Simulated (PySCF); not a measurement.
# The bond of TaB, level by level

One table from this session's results is given with a row withheld; the runs are named, their logs left out.

Computed with PySCF 2.14.0. Level: Ta def2-TZVPP with ECP60, B def2-TZVPP, scalar-relativistic core potentials.

Set-up of the first run:

A driver script around PySCF takes these settings:

```yaml
atoms: Ta, B
charge: 0
basis: Ta def2-TZVPP with ECP60, B def2-TZVPP
Hamiltonian: scalar-relativistic core potentials
basis_functions: 87
electrons_treated: 18
masses_in_u: 180.9480, 11.0093
levels: PBE0, PBE, r²SCAN, M06-2X, LDA, r²SCAN0, revPBE, CAM-B3LYP, HF, MP2, SCS-MP2, CCSD, CCSD(T)
grid: 80 radial by 434 angular points
occupations: held fixed by the projection of orbital angular momentum
dissociation_limit: Ta + B, each in its ground configuration
starting_distance_in_angstrom: 2.175
values_of_2S_to_try: 0, 2, 4, 6
```

Launch:

```sh
$ OMP_NUM_THREADS=1 python dia.py task.json out
```

Among the steps run: The job; The PBE0 curve of the state that the search chose; Excited determinants; PBE (GGA); r²SCAN (meta-GGA); M06-2X; LDA (local density); r²SCAN0; revPBE (GGA); CAM-B3LYP; UHF (mean field); Adding correlation.

One table of the session follows, with a row left open; its other results are not shown here.

```
      level  Re (Å)  ωe (cm⁻¹)  De (eV)
        UHF   2.087        699     1.73
    UHF-MP2   2.067        705     2.88
UHF-SCS-MP2   2.054        739     1.86
   UHF-CCSD   2.088        675     2.33
UHF-CCSD(T)   2.096        665     2.50
        LDA   2.083        666     3.96
        PBE   2.106        642     3.48
     revPBE   2.115        632     3.33
     r²SCAN   2.101        654     3.48
       PBE0   2.086        672     3.16
    r²SCAN0   2.084        678     3.11
     M06-2X   2.060        702     2.49
  CAM-B3LYP       ?          ?        ?
```

**Question.** Estimate the row for CAM-B3LYP.

**Answer.** Re (Å): 2.077; ωe (cm⁻¹): 688; De (eV): 2.23. In the column «Re (Å)» it lies between UHF-MP2 (2.067) and LDA (2.083).

De is counted to Ta + B in their ground configurations.
